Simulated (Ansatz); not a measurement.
**C₂H₈O₂Si: basis-set convergence**

One table from this session's results is given with a row withheld; the runs are named, their logs left out.

Computed with Ansatz 0.2.0, Gaussian basis. Level: one geometry, several basis sets.

The runs, in order: PBE0-D4/def2-SVP; ωB97M-V/def2-SVP; PBE0-D4/def2-QZVPP; ωB97M-V/def2-QZVPP; the functionals' def2-TZVPP values are taken from earlier runs.

**The relaxed structure**

The geometry comes from an earlier relaxation with PBE0-D4 in a triple-zeta def2 set; it is a stationary point, not always the lowest conformer.

SMILES `CC[SiH](O)O`, 13 atoms, charge 0, spin multiplicity 1.

Atoms are counted from 1 here; the program's logs count them from 0.

Bond lengths: C1–C2 1.527 Å, C1–H6 1.092 Å, C1–H7 1.093 Å, C1–H8 1.093 Å, C2–Si3 1.859 Å, C2–H9 1.096 Å, C2–H10 1.097 Å, Si3–O4 1.646 Å, Si3–O5 1.648 Å, Si3–H11 1.485 Å, O4–H12 0.958 Å, O5–H13 0.958 Å. Angles: C2–C1–H6 111.1°, C2–C1–H7 111.4°, C2–C1–H8 111.6°, H6–C1–H7 107.4°, H6–C1–H8 107.9°, H7–C1–H8 107.4°, C1–C2–Si3 113.7°, C1–C2–H9 110.7°, C1–C2–H10 110.2°, Si3–C2–H9 107.8°, Si3–C2–H10 108.2°, H9–C2–H10 106.0°, C2–Si3–O4 112.8°, C2–Si3–O5 105.3°, C2–Si3–H11 112.8°, O4–Si3–O5 112.2°, O4–Si3–H11 103.4°, O5–Si3–H11 110.5° and more.

Set-up of the first run:

Contents of in.yaml:

```yaml
crystal:
  periodic: [false, false, false]
  atoms:
    - {symbol: C, position_ang: [-0.419631, -0.044046, 1.760076]}
    - {symbol: C, position_ang: [0.641464, -0.058574, 0.661661]}
    - {symbol: Si, position_ang: [-0.055235, -0.279602, -1.047276]}
    - {symbol: O, position_ang: [1.111230, -0.348234, -2.207257]}
    - {symbol: O, position_ang: [-1.079285, 0.992834, -1.266651]}
    - {symbol: H, position_ang: [-1.126378, 0.775096, 1.612552]}
    - {symbol: H, position_ang: [-0.995148, -0.973784, 1.770076]}
    - {symbol: H, position_ang: [0.027755, 0.073122, 2.750128]}
    - {symbol: H, position_ang: [1.366210, -0.862148, 0.834476]}
    - {symbol: H, position_ang: [1.215861, 0.875792, 0.678438]}
    - {symbol: H, position_ang: [-0.779457, -1.565734, -1.212580]}
    - {symbol: H, position_ang: [1.728071, 0.383546, -2.258274]}
    - {symbol: H, position_ang: [-1.615058, 0.996932, -2.060772]}
basis:
  gaussian: {orbitals: def2-SVP}
hamiltonian: {xc: pbe0, dispersion: d4}
output: {orbitals: {seedname: orbitals}}
```

Steps of the session up to this table: PBE0-D4 in def2-SVP; ωB97M-V in def2-SVP; PBE0-D4 in def2-QZVPP; ωB97M-V in def2-QZVPP.

One of the session's tables, all rows but one given; the rest of the session is left out.

| functional | basis | HOMO (eV) | LUMO (eV) |
| --- | --- | --- | --- |
| PBE0-D4 | def2-SVP | -8.00 | 1.49 |
| PBE0-D4 | def2-TZVPP | -8.12 | 0.74 |
| PBE0-D4 | def2-QZVPP | -8.15 | 0.33 |
| ωB97M-V | def2-SVP | -10.25 | 3.14 |
| ωB97M-V | def2-TZVPP | ? | ? |
| ωB97M-V | def2-QZVPP | -10.41 | 1.48 |

Estimate the missing values for ωB97M-V, def2-TZVPP.

**Answer.** HOMO (eV): -10.39; LUMO (eV): 2.17. In the column «HOMO (eV)» it lies between ωB97M-V, def2-QZVPP (-10.41) and ωB97M-V, def2-SVP (-10.25).
